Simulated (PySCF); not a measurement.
# C4H3F2Ga: the cost of one run

Programs: PySCF 2.14.0, with density-fitted response routines of our own. Each step states its level of theory. These are calculated values for one molecule in the gas phase, unless marked as measured. Atoms are numbered from 0 throughout.

**1. Starting geometry**

10 atoms, charge 0, multiplicity 1; geometry from: GFN2-xTB.

Bonds of the start (Å): C0–C1 1.33, C1–C2 1.41, C2–C3 1.21, C3–Ga4 1.93, Ga4–F5 1.74, Ga4–F6 1.74, C0–H7 1.08, C0–H8 1.08, C1–H9 1.08.

**2. Ultraviolet spectrum: PBE0/def2-SVPD**

The job: settings as JSON, then the geometry in Å.

```
{"job": {"kind": "uv", "xc": "PBE0", "basis": "def2-SVPD", "nstates": 8, "ntriplets": 3}, "charge": 0, "multiplicity": 1}
C     -2.287891    -0.830057     0.260311
C     -1.561234    -0.257693    -0.693306
C     -0.203811     0.081867    -0.521708
C      0.962529     0.372774    -0.376661
Ga     2.827190     0.804497    -0.145074
F      3.419445     2.440230    -0.147626
F      4.018026    -0.442071     0.088811
H     -3.321682    -1.082311     0.099810
H     -1.869401    -1.063231     1.225066
H     -1.974288    -0.019351    -1.664992
```

With the program's defaults for keys left out, this is: TDDFT PBE0/def2-SVPD, vertical, gas phase, core orbitals frozen in the response.

Command:

```bash
> OMP_NUM_THREADS=1 python probes_run.py task.json out
```

The driver reads the jobs from task.json and runs them one after another.

**Question.** How long does this job take on 1 thread of Arm Neoverse N1, shared host, and how much memory does it need?

About 46 s, with a peak of 0.74 GiB.
